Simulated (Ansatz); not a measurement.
The system is AlO2.

```
CELL_PARAMETERS angstrom
1.48816 -5.40283 0.00000
1.48816 5.40283 0.00000
0.00000 0.00000 3.64661
ATOMIC_POSITIONS crystal
Al 0.66813 0.33187 0.75000
Al 0.33187 0.66813 0.25000
O 0.06107 0.93893 0.75000
O 0.93893 0.06107 0.25000
O 0.29418 0.70582 0.75000
O 0.70582 0.29418 0.25000
```

The cell comes from a database or a generator and needn't be the stable form of this composition.

- Program: Ansatz 0.2.0
- Task: relaxation of cell and atoms
- Functional: PBEsol
- Potentials or basis: JTH PAW
- Cutoff: 1380 eV (not typed: the program's choice for these potentials)
- k mesh: 9 × 9 × 7
- Occupations: fermi-dirac, width 0.05 eV
- Spin: no spin polarisation

At the start: volume 9.77 Å³/atom.

Problem. How do energy, volume and symmetry change on relaxing?

Solution. It ends after 10 steps and the volume is 8.59 Å³/atom (-12.1 %); space group Cmcm (No. 63, to 0.05 Å).

The path:
```csv
step,energy change (eV),largest force (eV/Å),volume (Å³)
1,0.0000,0.6612,58.64
2,-0.3454,1.8190,55.11
3,-0.7050,1.5642,52.13
4,-0.9116,0.2731,50.64
5,-0.9271,0.1303,51.80
6,-0.9294,0.0260,51.65
7,-0.9298,0.0397,51.53
8,-0.9300,0.0150,51.55
9,-0.9300,0.0014,51.55
10,-0.9285,0.0013,51.55
```

Final structure:
```cif
data_structure
_symmetry_space_group_name_H-M 'P 1'
_symmetry_Int_Tables_number 1
_cell_length_a 5.1341
_cell_length_b 5.1341
_cell_length_c 3.5936
_cell_angle_alpha 90.000
_cell_angle_beta 90.000
_cell_angle_gamma 147.030
_cell_volume 51.55
loop_
_atom_site_label
_atom_site_type_symbol
_atom_site_fract_x
_atom_site_fract_y
_atom_site_fract_z
_atom_site_occupancy
Al1 Al 0.66165 0.33835 0.75000 1
Al2 Al 0.33835 0.66165 0.25000 1
O1 O 0.02818 0.97182 0.75000 1
O2 O 0.97182 0.02818 0.25000 1
O3 O 0.29503 0.70497 0.75000 1
O4 O 0.70497 0.29503 0.25000 1
```

Caveat: the plane-wave basis is chosen anew once the cell has moved, so the energies of steps on either side of that aren't comparable.
